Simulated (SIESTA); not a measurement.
Something may be wrong with this SIESTA 5.4.2 calculation of IrS.

Contents of IrS.fdf:

```
SystemName                      IrS
SystemLabel                     IrS
NumberOfSpecies                 2
NumberOfAtoms                   2
%block ChemicalSpeciesLabel
  1  77 Ir
  2  16 S
%endblock ChemicalSpeciesLabel
%include structure.fdf

%block kgrid.MonkhorstPack
    6   0   0  0.0
    0   6   0  0.0
    0   0   6  0.0
%endblock kgrid.MonkhorstPack
%block XC.Mix
  2
  GGA LIBXC-00-GGA_X_RGE2 1.0 0.0
  GGA LIBXC-00-GGA_C_RGE2 0.0 1.0
%endblock XC.Mix
PAO.BasisSize                   DZP
PAO.EnergyShift                 0.01 Ry
Mesh.Cutoff                     1200 Ry
OccupationFunction              FD
ElectronicTemperature           0.05 eV
MaxSCFIterations                6
SCF.MustConverge                true
SCF.Mixer.Method                Pulay
SCF.Mixer.Weight                0.25
SCF.Mixer.History               8
SCF.DM.Tolerance                1.0e-05
SCF.H.Tolerance                 1.0e-04 eV
WriteForces                     true
Charge.Mulliken                 end
MD.TypeOfRun                    FC
FC.First                        1
FC.Last                         2
FC.Displacement                 0.04 Bohr
%block PolarizationGrids
  14 4 4
  4 14 4
  4 4 14
%endblock PolarizationGrids
BornCharge                      true
```

The input structure.fdf:

```
LatticeConstant                 1.0 Ang
%block LatticeVectors
     2.1879754980     1.2632282429     2.2402907713
    -2.1879754980     1.2632282429     2.2402907713
     0.0000000000    -2.5264564859     2.2402907713
%endblock LatticeVectors
AtomicCoordinatesFormat         Fractional
%block AtomicCoordinatesAndAtomicSpecies
     0.5000000000     0.5000000000     0.5000000000  1  Ir
     0.0000000000     0.0000000000     0.0000000000  2  S
%endblock AtomicCoordinatesAndAtomicSpecies
```

Potentials or basis: PseudoDojo 0.4 standard (PBE files), DZP (energy shift 0.01 Ry).

Launch:

```console
$ siesta < IrS.fdf > IrS.out 2>&1
```

IrS.out:

```text
Version         : 5.4.2

                           ***********************
                           *  WELCOME TO SIESTA  *
                           ***********************

 NOTE: Siesta V5 introduces some new defaults for basis-set generation
 NOTE: which might lead to slightly different numerical results.
 NOTE: Please see the manual for full details and compatibility measures.

reinit: Reading from standard input
reinit: Dumping input in INPUT_TMP.73541
************************** Dump of input data file ****************************
SystemName                      IrS
SystemLabel                     IrS
NumberOfSpecies                 2
NumberOfAtoms                   2
%block ChemicalSpeciesLabel
  1  77 Ir
  2  16 S
%endblock ChemicalSpeciesLabel
%include structure.fdf
%block kgrid.MonkhorstPack
    6   0   0  0.0
    0   6   0  0.0
    0   0   6  0.0
%endblock kgrid.MonkhorstPack
[... 611 lines left out ...]
DM filled with atomic data:

InitMesh: MESH = 72 x 72 x 72 = 373248
InitMesh: Mesh cutoff (required, used) =  1200.000  1314.797 Ry

stepf: Fermi-Dirac step function

siesta: Program's energy decomposition (eV):
siesta: Ebs     =      -722.705041
siesta: Eions   =      4708.524691
siesta: Ena     =       733.591508
siesta: Ekin    =       895.677001
siesta: Enl     =       191.527539
siesta: Eso     =         0.000000
siesta: Edftu   =         0.000000
siesta: DEna    =       112.170525
siesta: DUscf   =        15.225940
siesta: DUext   =         0.000000
siesta: Ex      =      -607.787006
siesta: Ec      =       -46.373987
siesta: Exc     =      -654.160993
siesta: EbV     =         0.000000
siesta: eta*DQ  =         0.000000
siesta: Emadel  =         0.000000
siesta: Emeta   =         0.000000
siesta: Emolmec =         0.000000
siesta: Ekinion =         0.000000
siesta: Eharris =     -3421.097965
siesta: Etot    =     -3414.493171
siesta: FreeEng =     -3414.513788

        iscf     Eharris(eV)        E_KS(eV)     FreeEng(eV)     dDmax    Ef(eV) dHmax(eV)
   scf:    1    -3421.097965    -3414.493171    -3414.513788  1.227749 -1.155096 18.644459
   scf:    2    -3418.456155    -3423.384783    -3423.404948  0.599105 -3.024542  4.030527
   scf:    3    -3423.900332    -3424.412941    -3424.440496  0.221599 -2.811986  2.997042
   scf:    4    -3423.957281    -3424.421875    -3424.453137  0.196969 -3.348785  1.700467
   scf:    5    -3424.424170    -3424.561959    -3424.590414  0.092789 -3.207962  0.778460
   scf:    6    -3424.598427    -3424.583660    -3424.612503  0.013099 -3.226835  0.363971
SCF_NOT_CONV: SCF did not converge in maximum number of steps (required).
SCF_NOT_CONV: SCF did not converge in maximum number of steps (required).
Geom step, scf iteration, dDmax, dHmax:    0     6      0.013099     0.026751
Geom step, scf iteration, dDmax, dHmax:    0     6      0.013099     0.026751
```

Among its messages:

```text
xc_check: WARNING: Pseudopotential generated with GGA PBE functional
```

Problem. How did it end, and where is the flaw?

Solution. The calculation stopped without meeting its thresholds. The input holds a flaw that was put in on purpose: too few SCF iterations (MaxSCFIterations = 6; SCF.MustConverge = true).
